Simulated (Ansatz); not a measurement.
# InGaTe3: what a guessed cell relaxes into, part 2 of 2

Where does this trial cell of InGaTe3 go when cell and atoms are let free?

Ansatz 0.2.0; DFT PBE, scalar-relativistic, plane waves, PAW. The steps go on from the part before.

### 4 Full relaxation

The end of the coarse run is made exact in the group found at a tolerance of 0.06 Å and reduced to its primitive cell.

input.yaml reads:

```yaml
crystal:
  lattice:
    - [5.4702551877, 0.0, 0.0]
    - [0.0, 5.4702551877, 0.0]
    - [0.0, 0.0, 5.4702551877]
  atoms:
    - { symbol: In, position: [0.5, 0.5, 0.5] }
    - { symbol: Ga, position: [0.0, 0.0, 0.0] }
    - { symbol: Te, position: [0.5, 0.0, 0.0] }
    - { symbol: Te, position: [0.0, 0.5, 0.0] }
    - { symbol: Te, position: [0.0, 0.0, 0.5] }
basis:
  ecutwfc: 420
kpoints:
  mp_grid: { grid: [8, 8, 8] }
hamiltonian:
  xc: pbe
scf:
  occupations: { method: gaussian, width: 0.1 }
output:
  forces: true
  stress: true
  eigenvalues: true
relax:
  adjacent_minimum: "off"
  f_tol: 0.01
  max_steps: 80
  cell: { stress_tol: 0.05 }
```

On the command line:

```console
$ ansatz run input.yaml --threads 1 --pin off --max-ram 2560MiB --backend cpu --events-out ev --progress --plain --runs-dir out
```

The log of the run (excerpt; [...] marks lines left out):

```text
Warning: RAYON_NUM_THREADS=1 ignored (pool sized by the plan → 1); use --threads N
[...]
Pseudopotentials: kind: paw
Pseudopotential: In, paw, valence charge 13, recommended cutoff 420 eV (normal), In.paw.azcp
Pseudopotential: Ga, paw, valence charge 13, recommended cutoff 420 eV (normal), Ga.paw.azcp
Pseudopotential: Te, paw, valence charge 16, recommended cutoff 420 eV (normal), Te.paw.azcp
Functional definition: PBE
[...]
Crystal: 5 atoms, lattice volume = 163.690 Å³
Basis set: ecut = 420 eV, 3191 PW (Γ), exchange–correlation on 80×80×80 points (8 copies of the dense FFT grid, shifted against one another)
Bands: 45, of which v1, the nominal top of the filled ones, is band 37 counted from 1 (36 counted from 0)
Symmetry: 48 space group operations
Space group: Pm-3m (ITA 221), of the structure as read, at distance tolerance 5.5e-5 Å
k-points: 35 of 512
[...]
  atom   3  Te     0.00000000    -0.00000000    -0.00000000
  atom   4  Te     0.00000000     0.00000000    -0.00000000
  atom   5  Te     0.00000000     0.00000000     0.00000000
[...]
--- Stress (GPa, compression-positive) ---
       -0.048398       0.000000       0.000000
       -0.000000      -0.048398       0.000000
       -0.000000       0.000000      -0.048398
  P = ⅓ Tr σ = -0.0484 GPa (-0.484 kbar)
--- Band table (eV; the first three rows and the last of 35) ---
[...]
--- Relaxed structure (1 steps of the walk, 1 accepted, 1 SCFs on fresh bases) ---
  F+E_penalty+E_count = -30320.05771653 eV   max|allowed force component| = 8.520e-30 eV/Å   (the final SCF, on the basis selected at the relaxed cell)
  cell:  # Å, volume = 163.6902 Å³
    - [5.4702551877, 0.0, 0.0]
    - [0.0, 5.4702551877, 0.0]
    - [0.0, 0.0, 5.4702551877]
  atoms:
    - { symbol: In, position: [0.5, 0.5, 0.5] }
    - { symbol: Ga, position: [0.0, 0.0, 0.0] }
    - { symbol: Te, position: [0.5, 0.0, 0.0] }
    - { symbol: Te, position: [0.0, 0.5, 0.0] }
    - { symbol: Te, position: [0.0, 0.0, 0.5] }
```

It took 13 s on 1 thread of AMD EPYC 9R45 (Zen 5), shared host; peak memory 0.61 GiB.

The steps of the relaxation:

| step | energy from step 1 (eV/cell) | largest force component (eV/Å) | pressure (GPa) | volume (Å³) |
| --- | --- | --- | --- | --- |
| 1 | 0.0000 | 0.0000 | -0.05 | 163.69 |
| 2 | 0.0000 | 0.0000 | -0.05 | 163.69 |

Step 1 is the start. Step 2 repeats the geometry before it on a plane-wave basis chosen anew for that cell, so its energy need not be comparable with the rows above.

|  | before | after | change |
| --- | --- | --- | --- |
| a (Å) | 5.470 | 5.470 | 0.0 % |
| b (Å) | 5.470 | 5.470 | 0.0 % |
| c (Å) | 5.470 | 5.470 | 0.0 % |
| volume (Å³/atom) | 32.74 | 32.74 | 0.0 % |
| shortest distance (Å) | 2.735 | 2.735 | 0.0 % |
| space group (0.01 Å) | Pm-3m | Pm-3m | same |

The run keeps the 48 symmetry operations of the start, so it could not have lowered the symmetry.

### 5 Changed: mp_grid.grid [6, 6, 6], xc pbesol, ecutwfc left out

input.yaml: that of step 4 with these lines changed.

```diff
@@ -11,8 +11,6 @@
     - { symbol: Te, position: [0.0, 0.0, 0.5] }
-basis:
-  ecutwfc: 420
 kpoints:
-  mp_grid: { grid: [8, 8, 8] }
+  mp_grid: { grid: [6, 6, 6] }
 hamiltonian:
-  xc: pbe
+  xc: pbesol
 scf:
@@ -21,8 +19,3 @@
   forces: true
+  eigenvalues: true
   stress: true
-  eigenvalues: true
-relax:
-  adjacent_minimum: "off"
-  f_tol: 0.01
-  max_steps: 80
-  cell: { stress_tol: 0.05 }
```

On the command line:

```console
$ ansatz run input.yaml --threads 1 --pin off --max-ram 2560MiB --backend cpu --events-out ev --progress --plain --runs-dir out
```

The log of the run (excerpt; [...] marks lines left out):

```text
Warning: RAYON_NUM_THREADS=1 ignored (pool sized by the plan → 1); use --threads N
[...]
[... 4 set-up lines as earlier in the session ...]
Functional definition: PBEsol
[...]
Crystal: 5 atoms, lattice volume = 163.690 Å³
Basis set: ecut = 420 eV, 3191 PW (Γ), exchange–correlation on 80×80×80 points (8 copies of the dense FFT grid, shifted against one another)
Bands: 45, of which v1, the nominal top of the filled ones, is band 37 counted from 1 (36 counted from 0)
[... 2 set-up lines as earlier in the session ...]
k-points: 20 of 216
[...]
SCF iter   1: F=—  HF=-29972.254183 eV  |F-HF|=—  |Δ(HF+E_count)|=         —  Δρ=2.14e-3  dr2=8.58e-3  ethr=1.77e-3  ⟨swp⟩=7.2  Hψ=3614  notcnv=0  defer=6
[...]
SCF iter   8: F=-29972.248681 eV  HF=-29972.248681 eV  |F-HF|=5.49e-10  |Δ(HF+E_count)|=   7.00e-9  Δρ=1.54e-6  dr2=4.78e-9  ethr=1.35e-10  ⟨swp⟩=4.2  Hψ=2724  notcnv=0
[...]
SCF converged after 8 iterations
Free energy (F): -29972.248681 eV
[...]
E sigma→0 (E₀):  -29972.233345 eV
Entropy (-TS):   -0.030672 eV (-6.134 meV/atom)
Fermi energy:    6.954115 eV
[...]
--- Forces (eV/Å), atoms counted from 1 ---
  atom   1  In     0.00000000    -0.00000000     0.00000000
  atom   2  Ga    -0.00000000     0.00000000     0.00000000
  atom   3  Te    -0.00000000    -0.00000000    -0.00000000
  atom   4  Te     0.00000000    -0.00000000     0.00000000
  atom   5  Te     0.00000000     0.00000000    -0.00000000
[...]
--- Stress (GPa, compression-positive) ---
       -2.410869       0.000000       0.000000
        0.000000      -2.410869       0.000000
        0.000000       0.000000      -2.410869
  P = ⅓ Tr σ = -2.4109 GPa (-24.109 kbar)
--- Band table (eV; the first three rows and the last of 20) ---
[...]
```

Run time: 3.7 s. Hardware: 1 thread of AMD EPYC 9R45 (Zen 5), shared host; peak memory 0.52 GiB.

```
    run     ending   energy change  pressure (GPa)  gap (eV)  force (eV/Å)  cycles   time
 step 4  converged               -             0.0      0.00          0.00       -   13 s
variant  converged  not comparable            -2.4      0.00          0.00       8  3.7 s
```

A change of functional puts the total energy on another scale; the pressure goes from 0.0 to -2.4 GPa. The k-point mesh changed too.

### 6 What came out

This closing draws on all 2 parts. Changes of volume or cell count from the first structure of part 1.

```
                              quantity                                                                      value
symmetry at the end (tolerance 0.05 Å)                                                space group Pm-3m (No. 221)
                     conventional cell  a = 5.470 Å, b = 5.470 Å, c = 5.470 Å, α = 90.00°, β = 90.00°, γ = 90.00°
                                volume                                                              32.74 Å³/atom
              energy over the elements                                                              +0.14 eV/atom
                       gap on the mesh                                                               none (metal)
```

**Reading.** The space group Pm-3m (No. 221) is kept, and the volume per atom shrinks by 9.2 % from the first guess. The formation energy is positive, so the separate elements lie lower. No finished test with a distortion of lower symmetry is shown, so the end may be a saddle point. The runs treat Te without spin-orbit coupling.
